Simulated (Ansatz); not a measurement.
Task: a relaxation driven by ASE of Cd, space group Im-3m, with the Ansatz DFT code, driven from Python. Give the script and its output. Level of theory (first run): PBEsol, PAW, cutoff 422 eV, 7×7×7 k-points, Fermi-Dirac smearing of 0.15 eV.

```xyz
1
Lattice="-1.7843 1.7843 1.7843 1.7843 -1.7843 1.7843 1.7843 1.7843 -1.7843" Properties=species:S:1:pos:R:3 pbc="T T T"
Cd    0.0000    0.0000    0.0000
```

The script, `ase_relax_cd.py`:
```python
"""Relax Cd with an ASE optimiser on Ansatz forces."""

import warnings

import ansatz as az
from ase import Atoms
from ase.calculators.calculator import Calculator, all_changes
from ase.filters import FrechetCellFilter
from ase.optimize import BFGS
from ase.units import GPa
import numpy as np

config = {
    "xc": "pbesol",
    "kgrid": (7, 7, 7),
    "occupations": "fermi_dirac",
    "smearing_width": 0.15,
}


class PlaneWaves(Calculator):
    implemented_properties = ["energy", "free_energy", "forces", "stress"]

    def calculate(self, atoms=None, properties=("energy",), system_changes=all_changes):
        super().calculate(atoms, properties, system_changes)
        bare = self.atoms.copy()
        bare.set_constraint()
        bare.set_momenta(None)
        job = (
            az.Crystal.from_ase(bare).calculation()
            .functional(config["xc"])
            .kpoints(*config["kgrid"])
            .occupations(config["occupations"], width=config["smearing_width"])
            .basis(31 * az.Ry)
            .forces()
            .stress()
        )
        report = job.run(threads=1, backend="cpu").report
        self.results["energy"] = self.results["free_energy"] = report["lagrangian_ev"]
        self.results["forces"] = np.array(report["forces_ev_ang"])
        s = -np.array(report["stress_gpa"]) * GPa  # ASE counts tension as positive
        self.results["stress"] = s[[0, 1, 2, 1, 0, 0], [0, 1, 2, 2, 2, 1]]


def main() -> None:
    warnings.simplefilter("ignore")
    atoms = Atoms(
        ["Cd"],
        cell=[(-1.784322, 1.784322, 1.784322), (1.784322, -1.784322, 1.784322), (1.784322, 1.784322, -1.784322)],
        scaled_positions=[
            (0.0, 0.0, 0.0),
        ],
        pbc=True,
    )
    atoms.calc = PlaneWaves()
    before = atoms.get_potential_energy(), atoms.get_volume()
    target = FrechetCellFilter(atoms)
    optimiser = BFGS(target, logfile=None)


    def tell():
        fmax = np.linalg.norm(target.get_forces(), axis=1).max()
        print(f"step {optimiser.nsteps:2d}  E = {atoms.get_potential_energy():.5f} eV  fmax = {fmax:.4f}  V = {atoms.get_volume():.3f} A^3")


    optimiser.attach(tell)
    met = optimiser.run(fmax=0.02, steps=12)
    print("threshold met:", bool(met), " energy gained:", round(before[0] - atoms.get_potential_energy(), 5), "eV")
    print("cell lengths and angles:", np.round(atoms.cell.cellpar(), 3))
    print(np.round(atoms.get_scaled_positions(), 4))


if __name__ == "__main__":
    main()
```

Output of `python ase_relax_cd.py`:
```text
step  0  E = -8184.00921 eV  fmax = 0.4126  V = 22.724 A^3
step  1  E = -8184.01568 eV  fmax = 0.3193  V = 22.325 A^3
step  2  E = -8184.02398 eV  fmax = 0.0622  V = 21.016 A^3
step  3  E = -8184.02424 eV  fmax = 0.0072  V = 21.224 A^3
threshold met: True  energy gained: 0.01503 eV
cell lengths and angles: [  3.021   3.021   3.021 109.471 109.471 109.471]
[[0. 0. 0.]]
```

Notes:
- Total energies depend on the potentials; only differences at equal settings carry meaning. A total without «per atom» is that of the cell as typed.
- The calculator gives ASE the free energy under both names; ASE's own meaning of energy is the limit of zero smearing.
- The mesh is modest for a metal, so energies can be off by several to tens of meV an atom and pressures by half a GPa or more; differences at equal mesh fare better.
- The smearing is wide enough that free energy and stress hold a thermal part of the electrons.
- This isn't the structure that Cd takes at ambient conditions.
- The whole script took 2.6 s on 1 thread of Arm Neoverse V2, on a shared host, peak memory 0.38 GiB.
